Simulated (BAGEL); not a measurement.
**triplet Ge2SiH8 at 5 levels**

Aim: a comparison of 5 runs (UHF/STO-3G, UHF/3-21G, ROHF/6-31G*, ROHF/cc-pVDZ, UHF/cc-pVDZ) of triplet Ge2SiH8. 

Program for the calculation: BAGEL 1.2.2.

## 1. Starting point

Ge2SiH8: 11 atoms, total charge 0, spin state triplet. SMILES of the parent species: `[GeH3][SiH2][GeH3]`. The shape is that of a PBE0-D4/def2-TZVP optimisation. That shape belongs to the parent species and isn't relaxed for this state.

Bond lengths: Ge1–Si2 2.379 Å, Si2–Ge3 2.379 Å, Ge1–H4 1.538 Å, Ge1–H5 1.538 Å, Ge1–H6 1.538 Å, Si2–H7 1.489 Å, Si2–H8 1.489 Å, Ge3–H9 1.538 Å, Ge3–H10 1.538 Å, Ge3–H11 1.538 Å. Some angles: Ge1–Si2–Ge3 110.5°, Ge1–Si2–H7 109.5°, Ge1–Si2–H8 109.5°, Ge3–Si2–H7 109.5°, Ge3–Si2–H8 109.5°, Si2–Ge1–H4 111.3°, Si2–Ge1–H5 110.1°, Si2–Ge1–H6 110.1°, Si2–Ge3–H9 110.1°, Si2–Ge3–H10 110.1°.

## 2. A single-point energy at UHF/STO-3G (density fitting with cc-pvqz-jkfit) (run 1)

Contents of input.json:

```json
{ "bagel": [

{
  "title": "molecule",
  "basis": "sto-3g",
  "df_basis": "cc-pvqz-jkfit",
  "angstrom": true,
  "geometry": [
    { "atom": "Ge", "xyz": [   -1.314800,    1.329100,   -0.648100 ] },
    { "atom": "Si", "xyz": [   -0.420300,   -0.850100,   -0.318100 ] },
    { "atom": "Ge", "xyz": [    1.631200,   -0.735900,    0.880400 ] },
    { "atom": "H", "xyz": [   -2.643400,    1.277800,   -1.421300 ] },
    { "atom": "H", "xyz": [   -0.321200,    2.193400,   -1.442700 ] },
    { "atom": "H", "xyz": [   -1.566300,    2.008100,    0.708900 ] },
    { "atom": "H", "xyz": [   -0.189900,   -1.498600,   -1.638400 ] },
    { "atom": "H", "xyz": [   -1.395700,   -1.678400,    0.443000 ] },
    { "atom": "H", "xyz": [    1.405900,   -0.077200,    2.251900 ] },
    { "atom": "H", "xyz": [    2.652000,    0.110600,    0.101200 ] },
    { "atom": "H", "xyz": [    2.227800,   -2.135700,    1.103800 ] }
  ]
},
{ "title": "uhf", "nopen": 2 },
{ "title": "print", "file": "orbitals.molden", "orbitals": true }

]}
```

Run with:

```sh
$ BAGEL_NUM_THREADS=1 BAGEL input.json > input.out
```

Log:

```text
* using 1 threads per process

  ===============================================================
  ===============================================================

  *** Geometry ***

  { "atom" : "Ge", "xyz" : [     -2.484612,      2.511635,     -1.224732 ] },
  { "atom" : "Si", "xyz" : [     -0.794252,     -1.606456,     -0.601122 ] },
  { "atom" : "Ge", "xyz" : [      3.082521,     -1.390649,      1.663715 ] },
  { "atom" : "H", "xyz" : [     -4.995302,      2.414692,     -2.685868 ] },
  { "atom" : "H", "xyz" : [     -0.606980,      4.144925,     -2.726308 ] },
  { "atom" : "H", "xyz" : [     -2.959878,      3.794759,      1.339627 ] },
  { "atom" : "H", "xyz" : [     -0.358859,     -2.831944,     -3.096127 ] },
  { "atom" : "H", "xyz" : [     -2.637491,     -3.171716,      0.837149 ] },
  { "atom" : "H", "xyz" : [      2.656766,     -0.145887,      4.255474 ] },
  { "atom" : "H", "xyz" : [      5.011554,      0.209004,      0.191240 ] },
  { "atom" : "H", "xyz" : [      4.209932,     -4.035888,      2.085880 ] },

  Number of auxiliary basis functions:      992

  Since a DF basis is specified, we compute 2- and 3-index integrals:
    o Being stored without compression. Storage requirement is 0.022 GB

  Number of basis functions:       53
  Number of electrons      :       86

    * METHOD: MOLECULE                             1.04

  *** Open-shell HF ***

  === Nuclear Repulsion ===
   475.3641313585

      * DIIS with orbital gradients will be used.

  === UHF iteration (sto-3g) ===
      0      -4393.40522658          0.00708082           0.39
      1      -4393.44205855          0.00235135           0.37
      2      -4393.44762852          0.00084713           0.34
      3      -4393.44925557          0.00017810           0.35
      4      -4393.44951618          0.00006703           0.34
      5      -4393.44963639          0.00002271           0.35
      6      -4393.44966074          0.00000950           0.36
      7      -4393.44966451          0.00000404           0.34
      8      -4393.44966494          0.00000284           0.33
      9      -4393.44966497          0.00000314           0.33
     10      -4393.44966490          0.00000202           0.34
     11      -4393.44966490          0.00000075           0.35
     12      -4393.44966491          0.00000031           0.34
     13      -4393.44966492          0.00000009           0.37
     14      -4393.44966492          0.00000005           0.37
     15      -4393.44966492          0.00000002           0.38
     16      -4393.44966492          0.00000001           0.39
     17      -4393.44966492          0.00000001           0.39
     18      -4393.44966492          0.00000001           0.40
     19      -4393.44966492          0.00000001           0.38
     20      -4393.44966492          0.00000001           0.38
    * SCF iteration converged.

    * S^2 (UHF) is 2.0093

    * Permanent dipole moment:
           (    0.102367,     0.202697,     0.076823) a.u.

    * METHOD: UHF                                  7.90

    * METHOD: PRINT                                0.01

  ===============================================================
```

Run time: 9.6 s. Hardware: 1 thread of Intel Xeon Platinum 8488C (Sapphire Rapids), shared host; peak memory 0.18 GiB.

## 3. A single-point energy at UHF/3-21G (density fitting with cc-pvqz-jkfit) (run 2)

Contents of job.json:

```json
{ "bagel": [

{
  "title": "molecule",
  "basis": "3-21g",
  "df_basis": "cc-pvqz-jkfit",
  "angstrom": true,
  "geometry": [
    { "atom": "Ge", "xyz": [   -1.314800,    1.329100,   -0.648100 ] },
    { "atom": "Si", "xyz": [   -0.420300,   -0.850100,   -0.318100 ] },
    { "atom": "Ge", "xyz": [    1.631200,   -0.735900,    0.880400 ] },
    { "atom": "H", "xyz": [   -2.643400,    1.277800,   -1.421300 ] },
    { "atom": "H", "xyz": [   -0.321200,    2.193400,   -1.442700 ] },
    { "atom": "H", "xyz": [   -1.566300,    2.008100,    0.708900 ] },
    { "atom": "H", "xyz": [   -0.189900,   -1.498600,   -1.638400 ] },
    { "atom": "H", "xyz": [   -1.395700,   -1.678400,    0.443000 ] },
    { "atom": "H", "xyz": [    1.405900,   -0.077200,    2.251900 ] },
    { "atom": "H", "xyz": [    2.652000,    0.110600,    0.101200 ] },
    { "atom": "H", "xyz": [    2.227800,   -2.135700,    1.103800 ] }
  ]
},
{
  "title": "uhf",
  "nopen": 2
},
{
  "title": "print",
  "file": "orbitals.molden",
  "orbitals": true
}

]}
```

Run with:

```sh
$ BAGEL_NUM_THREADS=1 BAGEL job.json > job.out
```

Log:

```text
* using 1 threads per process

  ===============================================================
  ===============================================================

  *** Geometry ***

  { "atom" : "Ge", "xyz" : [     -2.484612,      2.511635,     -1.224732 ] },
  { "atom" : "Si", "xyz" : [     -0.794252,     -1.606456,     -0.601122 ] },
  { "atom" : "Ge", "xyz" : [      3.082521,     -1.390649,      1.663715 ] },
  { "atom" : "H", "xyz" : [     -4.995302,      2.414692,     -2.685868 ] },
  { "atom" : "H", "xyz" : [     -0.606980,      4.144925,     -2.726308 ] },
  { "atom" : "H", "xyz" : [     -2.959878,      3.794759,      1.339627 ] },
  { "atom" : "H", "xyz" : [     -0.358859,     -2.831944,     -3.096127 ] },
  { "atom" : "H", "xyz" : [     -2.637491,     -3.171716,      0.837149 ] },
  { "atom" : "H", "xyz" : [      2.656766,     -0.145887,      4.255474 ] },
  { "atom" : "H", "xyz" : [      5.011554,      0.209004,      0.191240 ] },
  { "atom" : "H", "xyz" : [      4.209932,     -4.035888,      2.085880 ] },

  Number of auxiliary basis functions:      992

  Since a DF basis is specified, we compute 2- and 3-index integrals:
    o Being stored without compression. Storage requirement is 0.042 GB

  Number of basis functions:       73
  Number of electrons      :       86

    * METHOD: MOLECULE                             1.12

  *** Open-shell HF ***

  === Nuclear Repulsion ===
   475.3641313585

      * DIIS with orbital gradients will be used.

  === UHF iteration (3-21g) ===
      0      -4422.36649721          0.01096990           0.61
      1      -4422.41187731          0.00365832           0.49
      2      -4422.41623424          0.00087794           0.50
      3      -4422.41703535          0.00040671           0.50
      4      -4422.41727113          0.00011989           0.50
      5      -4422.41735627          0.00003244           0.51
      6      -4422.41737316          0.00001738           0.50
      7      -4422.41737844          0.00001123           0.49
      8      -4422.41738038          0.00000517           0.49
      9      -4422.41738066          0.00000180           0.51
     10      -4422.41738070          0.00000093           0.48
     11      -4422.41738072          0.00000051           0.49
     12      -4422.41738072          0.00000044           0.49
     13      -4422.41738072          0.00000044           0.48
     14      -4422.41738072          0.00000044           0.49
     15      -4422.41738072          0.00000044           0.49
     16      -4422.41738072          0.00000044           0.50
     17      -4422.41738072          0.00000043           0.49
     18      -4422.41738072          0.00000043           0.49
     19      -4422.41738072          0.00000043           0.48
     20      -4422.41738072          0.00000043           0.49
     21      -4422.41738072          0.00000038           0.53
     22      -4422.41738071          0.00000027           0.49
     23      -4422.41738071          0.00000014           0.50
     24      -4422.41738071          0.00000006           0.52
     25      -4422.41738071          0.00000003           0.53
     26      -4422.41738071          0.00000001           0.53
     27      -4422.41738071          0.00000000           0.52
    * SCF iteration converged.

    * S^2 (UHF) is 2.0156

    * Permanent dipole moment:
           (   -0.033459,    -0.065965,    -0.025043) a.u.

    * METHOD: UHF                                 14.50

    * METHOD: PRINT                                0.01

  ===============================================================
```

It took 17 s on 1 thread of Intel Xeon Platinum 8488C (Sapphire Rapids), shared host; peak memory 0.24 GiB.

Runs 3 to 4 aren't shown in full; the table further down has their settings and results.

## 4. The energy at UHF/cc-pVDZ (density fitting with cc-pvqz-jkfit) (run 5)

Contents of input.json:

```json
{ "bagel" : [

{
  "title" : "molecule",
  "basis" : "cc-pvdz.json",
  "df_basis" : "cc-pvqz-jkfit",
  "angstrom" : true,
  "geometry" : [
    { "atom" : "Ge", "xyz" : [      -1.314800,       1.329100,      -0.648100 ] },
    { "atom" : "Si", "xyz" : [      -0.420300,      -0.850100,      -0.318100 ] },
    { "atom" : "Ge", "xyz" : [       1.631200,      -0.735900,       0.880400 ] },
    { "atom" : "H", "xyz" : [      -2.643400,       1.277800,      -1.421300 ] },
    { "atom" : "H", "xyz" : [      -0.321200,       2.193400,      -1.442700 ] },
    { "atom" : "H", "xyz" : [      -1.566300,       2.008100,       0.708900 ] },
    { "atom" : "H", "xyz" : [      -0.189900,      -1.498600,      -1.638400 ] },
    { "atom" : "H", "xyz" : [      -1.395700,      -1.678400,       0.443000 ] },
    { "atom" : "H", "xyz" : [       1.405900,      -0.077200,       2.251900 ] },
    { "atom" : "H", "xyz" : [       2.652000,       0.110600,       0.101200 ] },
    { "atom" : "H", "xyz" : [       2.227800,      -2.135700,       1.103800 ] }
  ]
},

{ "title" : "uhf", "nopen" : 2 },

{ "title" : "print", "file" : "orbitals.molden", "orbitals" : true }

]}
```

The basis set cc-pVDZ is read from a file made from the Basis Set Exchange's data (not shown).

Run with:

```sh
$ BAGEL_NUM_THREADS=1 BAGEL input.json > input.out
```

Log:

```text
* using 1 threads per process

  ===============================================================
  ===============================================================

  *** Geometry ***

  { "atom" : "Ge", "xyz" : [     -2.484612,      2.511635,     -1.224732 ] },
  { "atom" : "Si", "xyz" : [     -0.794252,     -1.606456,     -0.601122 ] },
  { "atom" : "Ge", "xyz" : [      3.082521,     -1.390649,      1.663715 ] },
  { "atom" : "H", "xyz" : [     -4.995302,      2.414692,     -2.685868 ] },
  { "atom" : "H", "xyz" : [     -0.606980,      4.144925,     -2.726308 ] },
  { "atom" : "H", "xyz" : [     -2.959878,      3.794759,      1.339627 ] },
  { "atom" : "H", "xyz" : [     -0.358859,     -2.831944,     -3.096127 ] },
  { "atom" : "H", "xyz" : [     -2.637491,     -3.171716,      0.837149 ] },
  { "atom" : "H", "xyz" : [      2.656766,     -0.145887,      4.255474 ] },
  { "atom" : "H", "xyz" : [      5.011554,      0.209004,      0.191240 ] },
  { "atom" : "H", "xyz" : [      4.209932,     -4.035888,      2.085880 ] },

  Number of auxiliary basis functions:      992

  Since a DF basis is specified, we compute 2- and 3-index integrals:
    o Being stored without compression. Storage requirement is 0.100 GB

  Number of basis functions:      112
  Number of electrons      :       86

    * METHOD: MOLECULE                             1.51

  *** Open-shell HF ***

  === Nuclear Repulsion ===
   475.3641313585

      * DIIS with orbital gradients will be used.

  === UHF iteration (cc-pvdz.json) ===
      0      -4443.90214306          0.01205377           1.19
      1      -4443.98486674          0.00389843           1.14
      2      -4443.99838553          0.00158510           1.12
      3      -4444.00386771          0.00075696           1.22
      4      -4444.00683596          0.00049807           1.18
      5      -4444.00940620          0.00022229           1.16
      6      -4444.00981622          0.00013702           1.15
      7      -4444.01008148          0.00008781           0.99
      8      -4444.01016738          0.00003728           0.98
      9      -4444.01018472          0.00001370           0.98
     10      -4444.01018633          0.00000568           0.98
     11      -4444.01018648          0.00000238           1.08
     12      -4444.01018652          0.00000093           1.00
     13      -4444.01018652          0.00000038           0.93
     14      -4444.01018653          0.00000013           0.97
     15      -4444.01018653          0.00000007           1.08
     16      -4444.01018653          0.00000004           1.13
     17      -4444.01018653          0.00000003           1.33
     18      -4444.01018653          0.00000003           1.39
     19      -4444.01018653          0.00000002           1.15
     20      -4444.01018653          0.00000002           1.23
     21      -4444.01018653          0.00000002           0.99
     22      -4444.01018653          0.00000002           0.99
     23      -4444.01018653          0.00000002           1.03
     24      -4444.01018653          0.00000002           1.05
     25      -4444.01018653          0.00000002           1.08
     26      -4444.01018653          0.00000001           1.02
     27      -4444.01018653          0.00000001           0.98
     28      -4444.01018653          0.00000001           1.03
    * SCF iteration converged.

    * S^2 (UHF) is 2.0160

    * Permanent dipole moment:
           (   -0.005558,    -0.009823,    -0.004027) a.u.

    * METHOD: UHF                                 32.36

    * METHOD: PRINT                                0.02

  ===============================================================
```

Run time: 35 s. Hardware: 1 thread of Intel Xeon Platinum 8488C (Sapphire Rapids), shared host; peak memory 0.38 GiB.

## 5. Overview of the runs

```
run                                                                  level   energy (Eh)  dipole moment (D)   ⟨S²⟩  wall time
  1                        UHF/STO-3G (density fitting with cc-pvqz-jkfit)  -4393.449665               0.61  2.009      9.6 s
  2                         UHF/3-21G (density fitting with cc-pvqz-jkfit)  -4422.417381               0.20  2.016       17 s
  3  ROHF/6-31G* (density fitting with cc-pvqz-jkfit, spherical functions)  -4443.456189               0.36  2.000       26 s
  4                      ROHF/cc-pVDZ (density fitting with cc-pvqz-jkfit)  -4444.006057               0.08  2.000       24 s
  5                       UHF/cc-pVDZ (density fitting with cc-pvqz-jkfit)  -4444.010187               0.03  2.016       35 s
```

## 6. Outcome

| quantity | value |
| --- | --- |
| run 5: total energy | -4444.01019 Eh |
| run 5: dipole moment | 0.03 D |
| run 5: ⟨S²⟩ | 2.016 |

**Reading.** The dipole moment (its size) runs from 0.03 D (UHF/cc-pVDZ) to 0.61 D (UHF/STO-3G). The two dipoles point in opposite directions. In run 1 the basis is minimal, so the values are rough. All runs together took 1.9 min, the longest 35 s.
